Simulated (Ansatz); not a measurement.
# ScAlSbP3: the cost of one run

Method: DFT PBE, scalar-relativistic, plane waves, PAW, in Ansatz 0.2.0.

### Step 1. The system as given

It takes space group P-6m2 (No. 187, hexagonal). The conventional cell has a = 6.185 Å, b = 6.185 Å, c = 3.857 Å, α = 90.00°, β = 90.00°, γ = 120.00°. Around Sc (site symmetry -6m2) lie 3 Al at 3.57 Å and 3 Sb at 3.57 Å and 12 P at 3.65 Å and 2 Sc at 3.86 Å. Around Al (site symmetry -6m2) lie 6 P at 2.58 Å. Sb (site symmetry -6m2) has 6 P at 2.68 Å as nearest neighbours. P (site symmetry mm2) has 2 Al at 2.58 Å and 2 Sb at 2.68 Å and 4 Sc at 3.65 Å as nearest neighbours.

Structure file:

```
Sc Al Sb P
1.0
     6.18488    0.00000    0.00000
    -3.09244    5.35626    0.00000
     0.00000    0.00000    3.85729
Sc Al Sb P
1 1 1 3
Cartesian
  0.0000 0.0000 0.0000
  0.0000 3.5708 0.0000
  3.0924 1.7854 0.0000
  -1.4861 2.7129 1.9286
  1.4861 2.7129 1.9286
  0.0000 5.2868 1.9286
```

The cell is invented: species swapped into a database cell of YSiBRh3 (P-6m2, No. 187), with Sc on the Y sites, Sb on the Si sites, Al on the B sites and P on the Rh sites. Its size is a rough estimate.

### Step 2. A first look at the guess

File input.yaml:

```yaml
crystal:
  lattice:
    - [6.18487696, 0.0, 0.0]
    - [-3.09243848, 5.35626056, 0.0]
    - [0.0, 0.0, 3.85729119]
  atoms:
    - { symbol: Sc, position: [0.0, 0.0, 0.0] }
    - { symbol: Al, position: [0.33333333, 0.66666667, 0.0] }
    - { symbol: Sb, position: [0.66666667, 0.33333333, 0.0] }
    - { symbol: P, position: [0.012965, 0.5064825, 0.5] }
    - { symbol: P, position: [0.4935175, 0.5064825, 0.5] }
    - { symbol: P, position: [0.4935175, 0.987035, 0.5] }
basis:
  ecutwfc: 420
kpoints:
  mp_grid: { grid: [3, 3, 4] }
hamiltonian:
  xc: pbe
scf:
  occupations: { method: gaussian, width: 0.1 }
  lower_state_search: "off"
output:
  forces: true
  stress: true
  eigenvalues: true
```

The run is started by

```sh
> ansatz run input.yaml --threads 1 --pin off --max-ram 2560MiB --backend cpu --events-out ev --progress --plain --runs-dir out
```

Q: Estimate wall time and peak memory on 1 thread of Intel Xeon 6975P-C (Granite Rapids), shared host.

About 1.9 s, with a peak of 0.38 GiB.
